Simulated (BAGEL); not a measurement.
**A workflow on C4H12Ge (tetramethylgermane)**

Aim: the energy (HF/6-31G*), then the energy (NEVPT2(2,2)/6-31G*) of C4H12Ge (tetramethylgermane). 

The calculation is run with BAGEL 1.2.2.

1 further run of the same task is left out (set aside as unsound or not needed).

## Step 1: Starting point

The species is C4H12Ge (17 atoms), meant as a singlet with charge 0. As SMILES, `[CH3][Ge]([CH3])([CH3])[CH3]`. The C1–Ge2 distance was set to 3.722 Å, away from the relaxed value. At this shape a bond of the SMILES string is far longer than usual.

Bond lengths: Ge2–C3 1.959 Å, Ge2–C4 1.959 Å, Ge2–C5 1.959 Å, C1–H6 1.092 Å, C1–H7 1.092 Å, C1–H8 1.092 Å, C3–H9 1.092 Å, C3–H10 1.092 Å, C3–H11 1.092 Å, C4–H12 1.092 Å, C4–H13 1.092 Å, C4–H14 1.092 Å, C5–H15 1.092 Å, C5–H16 1.092 Å, C5–H17 1.092 Å. Some angles: C3–Ge2–C4 109.5°, C3–Ge2–C5 109.5°, C4–Ge2–C5 109.5°, Ge2–C3–H9 110.7°, Ge2–C3–H10 110.7°, Ge2–C3–H11 110.7°, Ge2–C4–H12 110.7°, Ge2–C4–H13 110.7°, Ge2–C4–H14 110.7°, Ge2–C5–H15 110.7°.

## Step 2: A single-point energy at HF/6-31G(d) (density fitting with svp-jkfit, spherical functions) (run 1)

job.json reads:

```json
{ "bagel" : [

{
  "title" : "molecule",
  "basis" : "6-31gs.json",
  "df_basis" : "svp-jkfit",
  "angstrom" : "false",
  "geometry" : [
    { "atom" : "C", "xyz" : [ -1.31934631,  2.57844059, -6.40847325 ] },
    { "atom" : "Ge", "xyz" : [ -0.00009449,  0.00011338,  0.00007559 ] },
    { "atom" : "C", "xyz" : [  3.59027177,  0.43287956,  0.78888507 ] },
    { "atom" : "C", "xyz" : [ -0.85544122, -3.60015503,  0.08163617 ] },
    { "atom" : "C", "xyz" : [ -2.04039399,  1.81014976,  2.50231864 ] },
    { "atom" : "H", "xyz" : [ -0.85543744,  4.58706828, -6.49472035 ] },
    { "atom" : "H", "xyz" : [ -0.19841746,  1.59442240, -7.83412043 ] },
    { "atom" : "H", "xyz" : [ -3.31391444,  2.35462143, -6.88680073 ] },
    { "atom" : "H", "xyz" : [  4.01833253, -0.31180481,  2.66491068 ] },
    { "atom" : "H", "xyz" : [  4.10803783,  2.42980985,  0.75254563 ] },
    { "atom" : "H", "xyz" : [  4.76296021, -0.56402656, -0.58524818 ] },
    { "atom" : "H", "xyz" : [ -0.48029279, -4.39544627,  1.94821315 ] },
    { "atom" : "H", "xyz" : [  0.26178376, -4.64547594, -1.30273940 ] },
    { "atom" : "H", "xyz" : [ -2.85254159, -3.88393521, -0.35241502 ] },
    { "atom" : "H", "xyz" : [ -4.05168619,  1.59320920,  2.09619760 ] },
    { "atom" : "H", "xyz" : [ -1.68170507,  1.08130129,  4.39898006 ] },
    { "atom" : "H", "xyz" : [ -1.59173521,  3.82403089,  2.48824018 ] }
  ]
},
{ "title" : "hf" },
{ "title" : "print", "file" : "orbitals.molden", "orbitals" : "true" }

]}
```

The basis set 6-31G* is read from a file made from the Basis Set Exchange's data (not shown).

Launch:

```console
BAGEL_NUM_THREADS=1 BAGEL job.json > job.out
```

Standard output:

```text
* using 1 threads per process

  ===============================================================
  ===============================================================

  *** Geometry ***

  { "atom" : "C", "xyz" : [     -1.319346,      2.578441,     -6.408473 ] },
  { "atom" : "Ge", "xyz" : [     -0.000094,      0.000113,      0.000076 ] },
  { "atom" : "C", "xyz" : [      3.590272,      0.432880,      0.788885 ] },
  { "atom" : "C", "xyz" : [     -0.855441,     -3.600155,      0.081636 ] },
  { "atom" : "C", "xyz" : [     -2.040394,      1.810150,      2.502319 ] },
  { "atom" : "H", "xyz" : [     -0.855437,      4.587068,     -6.494720 ] },
  { "atom" : "H", "xyz" : [     -0.198417,      1.594422,     -7.834120 ] },
  { "atom" : "H", "xyz" : [     -3.313914,      2.354621,     -6.886801 ] },
  { "atom" : "H", "xyz" : [      4.018333,     -0.311805,      2.664911 ] },
  { "atom" : "H", "xyz" : [      4.108038,      2.429810,      0.752546 ] },
  { "atom" : "H", "xyz" : [      4.762960,     -0.564027,     -0.585248 ] },
  { "atom" : "H", "xyz" : [     -0.480293,     -4.395446,      1.948213 ] },
  { "atom" : "H", "xyz" : [      0.261784,     -4.645476,     -1.302739 ] },
  { "atom" : "H", "xyz" : [     -2.852542,     -3.883935,     -0.352415 ] },
  { "atom" : "H", "xyz" : [     -4.051686,      1.593209,      2.096198 ] },
  { "atom" : "H", "xyz" : [     -1.681705,      1.081301,      4.398980 ] },
  { "atom" : "H", "xyz" : [     -1.591735,      3.824031,      2.488240 ] },

  Number of auxiliary basis functions:      782

  Since a DF basis is specified, we compute 2- and 3-index integrals:
    o Being stored without compression. Storage requirement is 0.078 GB

  Number of basis functions:      112
  Number of electrons      :       68

    * METHOD: MOLECULE                             0.84

  *** RHF ***

  === Nuclear Repulsion ===
   356.0986984968

      * DIIS with orbital gradients will be used.

  === RHF iteration (6-31gs.json) ===
      0      -2233.09894352          0.01346587           0.29
      1      -2233.23554885          0.01029699           0.28
      2      -2233.36075402          0.00239738           0.30
      3      -2233.37005763          0.00091973           0.29
      4      -2233.37131618          0.00020804           0.30
      5      -2233.37142968          0.00007202           0.29
      6      -2233.37144184          0.00002379           0.30
      7      -2233.37144339          0.00000931           0.30
      8      -2233.37144361          0.00000267           0.29
      9      -2233.37144363          0.00000082           0.29
     10      -2233.37144363          0.00000022           0.29
     11      -2233.37144363          0.00000007           0.30
     12      -2233.37144363          0.00000001           0.29
     13      -2233.37144363          0.00000000           0.30
    * SCF iteration converged.

    * Permanent dipole moment:
           (   -0.223026,     0.435844,    -1.083677) a.u.

    * METHOD: HF                                   4.72

    * METHOD: PRINT                                0.03

  ===============================================================
```

Wall time 6 s (1 thread of Arm Neoverse V1, shared host); peak memory 0.29 GiB.

## Step 3: The energy at NEVPT2(2,2)/6-31G(d) (density fitting with svp-jkfit, spherical functions) (run 2)

input.json reads:

```json
{ "bagel" : [

{
  "title" : "molecule",
  "basis" : "6-31gs.json",
  "df_basis" : "svp-jkfit",
  "geometry" : [
    { "atom" : "C", "xyz" : [    -1.31934631,     2.57844059,    -6.40847325 ] },
    { "atom" : "Ge", "xyz" : [    -0.00009449,     0.00011338,     0.00007559 ] },
    { "atom" : "C", "xyz" : [     3.59027177,     0.43287956,     0.78888507 ] },
    { "atom" : "C", "xyz" : [    -0.85544122,    -3.60015503,     0.08163617 ] },
    { "atom" : "C", "xyz" : [    -2.04039399,     1.81014976,     2.50231864 ] },
    { "atom" : "H", "xyz" : [    -0.85543744,     4.58706828,    -6.49472035 ] },
    { "atom" : "H", "xyz" : [    -0.19841746,     1.59442240,    -7.83412043 ] },
    { "atom" : "H", "xyz" : [    -3.31391444,     2.35462143,    -6.88680073 ] },
    { "atom" : "H", "xyz" : [     4.01833253,    -0.31180481,     2.66491068 ] },
    { "atom" : "H", "xyz" : [     4.10803783,     2.42980985,     0.75254563 ] },
    { "atom" : "H", "xyz" : [     4.76296021,    -0.56402656,    -0.58524818 ] },
    { "atom" : "H", "xyz" : [    -0.48029279,    -4.39544627,     1.94821315 ] },
    { "atom" : "H", "xyz" : [     0.26178376,    -4.64547594,    -1.30273940 ] },
    { "atom" : "H", "xyz" : [    -2.85254159,    -3.88393521,    -0.35241502 ] },
    { "atom" : "H", "xyz" : [    -4.05168619,     1.59320920,     2.09619760 ] },
    { "atom" : "H", "xyz" : [    -1.68170507,     1.08130129,     4.39898006 ] },
    { "atom" : "H", "xyz" : [    -1.59173521,     3.82403089,     2.48824018 ] }
  ]
},

{ "title" : "hf" },

{
  "title" : "nevpt2",
  "nstate" : 1,
  "nact" : 2,
  "nclosed" : 33,
  "nspin" : 0,
  "active" : [34, 35],
  "maxiter" : 200,
  "natocc" : true,
  "ncore" : 13
},

{ "title" : "print", "file" : "orbitals.molden", "orbitals" : true }

]}
```

The basis set 6-31G* is read from a file made from the Basis Set Exchange's data (not shown).

Launch:

```console
BAGEL_NUM_THREADS=1 BAGEL input.json > input.out
```

Standard output:

```text
* using 1 threads per process

  ===============================================================
  ===============================================================

  *** Geometry ***

  { "atom" : "C", "xyz" : [     -1.319346,      2.578441,     -6.408473 ] },
  { "atom" : "Ge", "xyz" : [     -0.000094,      0.000113,      0.000076 ] },
  { "atom" : "C", "xyz" : [      3.590272,      0.432880,      0.788885 ] },
  { "atom" : "C", "xyz" : [     -0.855441,     -3.600155,      0.081636 ] },
  { "atom" : "C", "xyz" : [     -2.040394,      1.810150,      2.502319 ] },
  { "atom" : "H", "xyz" : [     -0.855437,      4.587068,     -6.494720 ] },
  { "atom" : "H", "xyz" : [     -0.198417,      1.594422,     -7.834120 ] },
  { "atom" : "H", "xyz" : [     -3.313914,      2.354621,     -6.886801 ] },
  { "atom" : "H", "xyz" : [      4.018333,     -0.311805,      2.664911 ] },
  { "atom" : "H", "xyz" : [      4.108038,      2.429810,      0.752546 ] },
  { "atom" : "H", "xyz" : [      4.762960,     -0.564027,     -0.585248 ] },
  { "atom" : "H", "xyz" : [     -0.480293,     -4.395446,      1.948213 ] },
  { "atom" : "H", "xyz" : [      0.261784,     -4.645476,     -1.302739 ] },
  { "atom" : "H", "xyz" : [     -2.852542,     -3.883935,     -0.352415 ] },
  { "atom" : "H", "xyz" : [     -4.051686,      1.593209,      2.096198 ] },
  { "atom" : "H", "xyz" : [     -1.681705,      1.081301,      4.398980 ] },
  { "atom" : "H", "xyz" : [     -1.591735,      3.824031,      2.488240 ] },

  Number of auxiliary basis functions:      782

  Since a DF basis is specified, we compute 2- and 3-index integrals:
    o Being stored without compression. Storage requirement is 0.078 GB

  Number of basis functions:      112
  Number of electrons      :       68

    * METHOD: MOLECULE                             0.84

  *** RHF ***

  === Nuclear Repulsion ===
   356.0986984968

      * DIIS with orbital gradients will be used.

  === RHF iteration (6-31gs.json) ===
      0      -2233.09894352          0.01346587           0.29
      1      -2233.23554885          0.01029699           0.29
      2      -2233.36075402          0.00239738           0.28
      3      -2233.37005763          0.00091973           0.28
      4      -2233.37131618          0.00020804           0.29
      5      -2233.37142968          0.00007202           0.28
      6      -2233.37144184          0.00002379           0.28
      7      -2233.37144339          0.00000931           0.28
      8      -2233.37144361          0.00000267           0.28
      9      -2233.37144363          0.00000082           0.28
     10      -2233.37144363          0.00000022           0.29
     11      -2233.37144363          0.00000007           0.29
     12      -2233.37144363          0.00000001           0.28
     13      -2233.37144363          0.00000000           0.29
    * SCF iteration converged.

    * Permanent dipole moment:
           (   -0.223026,     0.435844,    -1.083677) a.u.

    * METHOD: HF                                   4.58

    * freezing 13 orbitals
  ---------------------------
      CASSCF calculation
  ---------------------------

    ==== Active orbitals : =====
         Orbital 34
         Orbital 35
    ============================

    * nstate   :      1
    * nclosed  :     33
    * nact     :      2
    * nvirt    :     77
  === CASSCF iteration (6-31gs.json) ===

    * Using the second-order algorithm

      0  0     -2233.42936769     4.13e-03      0.07

      1  0     -2233.44797818     4.19e-04      1.32

      2  0     -2233.44815765     9.42e-05      1.27

      3  0     -2233.44816504     2.56e-05      1.29

      4  0     -2233.44816555     7.00e-06      1.26

      5  0     -2233.44816558     1.91e-06      1.29

      6  0     -2233.44816559     5.17e-07      1.29

      7  0     -2233.44816559     1.40e-07      1.27

      8  0     -2233.44816559     3.81e-08      1.16

      9  0     -2233.44816559     1.03e-08      1.20

     10  0     -2233.44816559     2.80e-09      1.06

    * Second-order optimization converged. *

     guess   0:   closed 1.                   open ..

  === FCI iteration ===

      0  0     -2233.35997621     7.64e-02      0.00
      1  0     -2233.44561240     1.40e-02      0.00
      2  0 *   -2233.44816559     9.90e-16      0.00

     * ci vector, state   0, <S^2> = 0.0000
       2.     0.8648235817
       .2    -0.5020758633

  === DF-NEVPT2 calculation ===

    * 3-index integral transformation done
    * assembly done

      NEVPT2 correlation energy:   -0.7449992462      0.59

          (+0)     -0.6771739462
          (+0)'    -0.0107294130
          (+1)     -0.0147706972
          (+1)'    -0.0000000000
          (+2)     -0.0002140963
          (-1)     -0.0415427618
          (-1)'     0.0000000000
          (-2)     -0.0005683318

      NEVPT2 total energy:       -2234.1931648326

    * METHOD: NEVPT2                              14.25

    * METHOD: PRINT                                0.03

  ===============================================================
```

Run time: 20 s. Hardware: 1 thread of Arm Neoverse V1, shared host; peak memory 0.29 GiB.

## Step 4: Summary of results

```
                               quantity           value
         run 1, HF/6-31G*: total energy  -2233.37144 Eh
        run 1, HF/6-31G*: dipole moment          3.02 D
          run 1, HF/6-31G*: HOMO energy        -6.49 eV
          run 1, HF/6-31G*: LUMO energy         0.68 eV
        run 1, HF/6-31G*: HOMO–LUMO gap         7.16 eV
run 2, NEVPT2(2,2)/6-31G*: total energy  -2234.19316 Eh
```

What this shows: One bond (run 1, HF/6-31G*) is far stretched, which a spin-restricted single reference describes badly; a broken-symmetry solution may lie lower.
